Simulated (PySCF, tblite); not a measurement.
# C2H11NOSi2: geometry, infrared bands and NMR shifts

What infrared bands and NMR shifts should C2H11NOSi2 (`CO[C@H]([SiH3])[SiH2]N`) show?

The runs use tblite 0.8.0 and PySCF 2.14.0, with density-fitted response routines of our own; the level of theory stands in each step. All values are computed, except where a source is named. Atoms are numbered from 0 throughout.

### 1 The molecule as given

17 atoms, charge 0, multiplicity 1; geometry from: force field or distance geometry start.

Bonds of the start (Å): C0–O1 1.41, O1–C2 1.44, C2–Si3 1.90, C2–Si4 1.90, Si4–N5 1.70, C0–H6 1.10, C0–H7 1.09, C0–H8 1.10, C2–H9 1.10, Si3–H10 1.50, Si3–H11 1.47, Si3–H12 1.49, Si4–H13 1.49, Si4–H14 1.47, N5–H15 1.02, N5–H16 1.02.

### 2 Relaxing the molecule with GFN2-xTB

The job: settings as JSON, then the geometry in Å.

```
{"job": {"kind": "relax", "xc": "GFN2-xTB", "basis": "xTB"}, "charge": 0, "multiplicity": 1}
C     -1.824300     0.134100     1.612300
O     -0.665700    -0.467100     1.071900
C     -0.267700     0.076400    -0.200700
Si    -0.793100    -0.888400    -1.746100
Si     1.606400     0.205000    -0.456100
N      2.315100     1.065100     0.828300
H     -1.652800     1.201200     1.807200
H     -2.070400    -0.351600     2.562200
H     -2.671700     0.013400     0.928600
H     -0.671600     1.100800    -0.284800
H     -0.209000    -2.264500    -1.764700
H     -0.427100    -0.186400    -2.988200
H     -2.278200    -1.036500    -1.741200
H      1.975000     0.940400    -1.698500
H      2.268500    -1.106700    -0.438500
H      3.327000     0.955300     0.795400
H      2.032500     0.621500     1.703000
```

Command:

```bash
> OMP_NUM_THREADS=1 python probes_run.py task.json out
```

The driver reads the jobs from task.json and runs them one after another.

**Question.** This job is followed by: GFN2-xTB harmonic vibrations, gas phase; GIAO PBE0/pcSseg-1 NMR shielding, non-relativistic, gas phase. What will the session give for the following? strongest single infrared mode (GFN2-xTB); zero-point energy (GFN2-xTB); 13C shifts against TMS (PBE0/pcSseg-1); 1H shifts against TMS (PBE0/pcSseg-1, means over atoms taken as alike); 17O shifts against H2O (PBE0/pcSseg-1); 29Si shifts against TMS (PBE0/pcSseg-1); 15N shifts against NH3 (PBE0/pcSseg-1).

The runs gave:

```
                                                              quantity                                   value
                             strongest single infrared mode (GFN2-xTB)                    796 cm⁻¹, 487 km/mol
                                          zero-point energy (GFN2-xTB)                           77.3 kcal/mol
                                13C shifts against TMS (PBE0/pcSseg-1)                          64.9, 62.5 ppm
1H shifts against TMS (PBE0/pcSseg-1, means over atoms taken as alike)  5.01, 4.70, 3.90, 3.57, 3.12, 0.21 ppm
                                17O shifts against H2O (PBE0/pcSseg-1)                                -8.9 ppm
                               29Si shifts against TMS (PBE0/pcSseg-1)                        -36.0, -89.4 ppm
                                15N shifts against NH3 (PBE0/pcSseg-1)                                 1.3 ppm
```

What this shows: The optimisation took 69 steps and gained 0.423 eV; among the close pairs (by a distance rule), Si3–H10 changed most, from 1.495 to 1.461 Å. No mode is imaginary among the 45: a minimum at this level. The strongest single mode, at 796 cm⁻¹, is spread over several atoms, H12, H11, H10 among them. Unscaled tight-binding wavenumbers are off by several per cent, some by more. Its intensities can rank the bands wrongly.
